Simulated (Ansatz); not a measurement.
**AlH8NO2Si2: small, medium and large basis sets**

One table from this session's results is given with a row withheld; the runs are named, their logs left out.

Method: one geometry, several basis sets; program: Ansatz 0.2.0, Gaussian basis.

The runs, in order: PBE0-D4/def2-SVP; ωB97M-V/def2-SVP; PBE0-D4/def2-QZVPP; ωB97M-V/def2-QZVPP; the functionals' def2-TZVPP values are taken from earlier runs.

### Structure used throughout

All runs share one geometry, relaxed beforehand with PBE0-D4 in a triple-zeta def2 set.

SMILES `[NH2][Al]([O][SiH3])[O][SiH3]`, 14 atoms, charge 0, spin multiplicity 1.

Atoms are counted from 1 here; the program's logs count them from 0.

Bond lengths: N1–Al2 1.752 Å, N1–H7 1.006 Å, N1–H8 1.006 Å, Al2–O3 1.679 Å, Al2–O5 1.679 Å, O3–Si4 1.622 Å, Si4–H9 1.487 Å, Si4–H10 1.489 Å, Si4–H11 1.488 Å, O5–Si6 1.622 Å, Si6–H12 1.488 Å, Si6–H13 1.487 Å, Si6–H14 1.489 Å. Angles: Al2–N1–H7 124.5°, Al2–N1–H8 124.6°, H7–N1–H8 110.9°, N1–Al2–O3 119.7°, N1–Al2–O5 119.7°, O3–Al2–O5 120.6°, Al2–O3–Si4 162.7°, O3–Si4–H9 109.9°, O3–Si4–H10 110.9°, O3–Si4–H11 109.9°, H9–Si4–H10 108.6°, H9–Si4–H11 108.7°, H10–Si4–H11 108.6°, Al2–O5–Si6 162.8°, O5–Si6–H12 110.0°, O5–Si6–H13 109.9°, O5–Si6–H14 110.9°, H12–Si6–H13 108.7° and more.

The first run:

Input file in.yaml:

```yaml
crystal:
  periodic: [false, false, false]
  atoms:
    - {symbol: N, position_ang: [-0.960350, -1.279464, -2.208282]}
    - {symbol: Al, position_ang: [-0.345654, -0.458687, -0.787960]}
    - {symbol: O, position_ang: [-0.131420, -1.315048, 0.639927]}
    - {symbol: Si, position_ang: [0.231292, -1.704960, 2.171993]}
    - {symbol: O, position_ang: [0.024666, 1.176739, -0.866435]}
    - {symbol: Si, position_ang: [0.500605, 2.677776, -0.477663]}
    - {symbol: H, position_ang: [-1.204281, -2.254584, -2.241923]}
    - {symbol: H, position_ang: [-1.117342, -0.839052, -3.098695]}
    - {symbol: H, position_ang: [-0.972574, -2.248893, 2.855497]}
    - {symbol: H, position_ang: [0.707832, -0.512655, 2.925299]}
    - {symbol: H, position_ang: [1.300860, -2.738534, 2.192877]}
    - {symbol: H, position_ang: [1.735199, 3.030007, -1.228988]}
    - {symbol: H, position_ang: [-0.566147, 3.653719, -0.826605]}
    - {symbol: H, position_ang: [0.784512, 2.784437, 0.979757]}
basis:
  gaussian: {orbitals: def2-SVP}
hamiltonian: {xc: pbe0, dispersion: d4}
output: {orbitals: {seedname: orbitals}}
```

Launch:

```bash
$ ansatz run in.yaml --threads 4 --pin off --events-out ev --progress --plain --max-ram 11315MiB
```

Among the steps run: PBE0-D4 in def2-SVP; ωB97M-V in def2-SVP; PBE0-D4 in def2-QZVPP; ωB97M-V in def2-QZVPP.

One of the session's tables, all rows but one given; the rest of the session is left out.

It belongs to the step «Functionals by basis». 

```
functional       basis  HOMO (eV)
   PBE0-D4    def2-SVP      -7.36
   PBE0-D4  def2-TZVPP      -7.61
   PBE0-D4  def2-QZVPP      -7.65
   ωB97M-V    def2-SVP      -9.75
   ωB97M-V  def2-TZVPP     -10.02
   ωB97M-V  def2-QZVPP          ?
```

Estimate the missing values for ωB97M-V, def2-QZVPP.

**Answer.** HOMO (eV): -10.07. In the column «HOMO (eV)» it is the lowest.
